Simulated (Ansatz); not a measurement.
# Cr3GeSe: the cost of one run

Method: reference: DFT PBE, plane waves, PAW, scalar-relativistic, no spin polarisation, in Ansatz 0.2.0.

### Step 1. The system as given

It takes space group P-42_1m (No. 113, tetragonal). Conventional cell: a = 5.898 Å, b = 5.898 Å, c = 4.403 Å, α = 90.00°, β = 90.00°, γ = 90.00°. Around Cr (site symmetry m) lie 2 Se at 2.14 Å. Ge (site symmetry 2mm) has 10 Cr at 2.72 to 3.00 Å as nearest neighbours. Cr (site symmetry -4) has 2 Se at 2.20 Å as nearest neighbours. Se (site symmetry -4) is surrounded by 6 Cr at 2.14 to 2.20 Å.

Structure file:

```cif
data_structure
_symmetry_space_group_name_H-M 'P 1'
_symmetry_Int_Tables_number 1
_cell_length_a 5.8983
_cell_length_b 5.8983
_cell_length_c 4.4026
_cell_angle_alpha 90.000
_cell_angle_beta 90.000
_cell_angle_gamma 90.000
_cell_volume 153.17
loop_
_atom_site_label
_atom_site_type_symbol
_atom_site_fract_x
_atom_site_fract_y
_atom_site_fract_z
_atom_site_occupancy
Cr1 Cr 0.20410 0.70410 0.06550 1
Cr2 Cr 0.70410 0.79590 0.93450 1
Cr3 Cr 0.79590 0.29590 0.06550 1
Cr4 Cr 0.29590 0.20410 0.93450 1
Ge1 Ge 0.00000 0.50000 0.54800 1
Ge2 Ge 0.50000 0.00000 0.45200 1
Cr5 Cr 0.00000 0.00000 0.50000 1
Cr6 Cr 0.50000 0.50000 0.50000 1
Se1 Se 0.00000 0.00000 0.00000 1
Se2 Se 0.50000 0.50000 0.00000 1
```

### Step 2. Reference

Input file input.yaml:

```yaml
crystal:
  lattice:
    - [5.898314, 0.0, 0.0]
    - [0.0, 5.898314, 0.0]
    - [0.0, 0.0, 4.402612]
  atoms:
    - { symbol: Cr, position: [0.2041, 0.7041, 0.0655] }
    - { symbol: Cr, position: [0.7041, 0.7959, 0.9345] }
    - { symbol: Cr, position: [0.7959, 0.2959, 0.0655] }
    - { symbol: Cr, position: [0.2959, 0.2041, 0.9345] }
    - { symbol: Ge, position: [0.0, 0.5, 0.548] }
    - { symbol: Ge, position: [0.5, 0.0, 0.452] }
    - { symbol: Cr, position: [0.0, 0.0, 0.5] }
    - { symbol: Cr, position: [0.5, 0.5, 0.5] }
    - { symbol: Se, position: [0.0, 0.0, 0.0] }
    - { symbol: Se, position: [0.5, 0.5, 0.0] }
  symmetry: { tolerance: 0.0003 }
kpoints:
  mp_grid: { grid: [3, 3, 4], shift: [0, 0, 0] }
magnetization:
  spin_polarized: false
scf:
  occupations: { method: cold, width: 0.0201 }
hamiltonian:
  pseudopotentials: { kind: paw }
  xc: pbe
basis:
  ecutwfc: 420
output:
  forces: true
  stress: true
  eigenvalues: true
```

Command:

```console
ansatz run input.yaml --threads 1 --pin off --max-ram 2560MiB --backend cpu --events-out ev --progress --plain --runs-dir out
```

Q: Estimate wall time and peak memory on 1 thread of Arm Neoverse V2, shared host.

About 11 s, with a peak of 0.43 GiB.
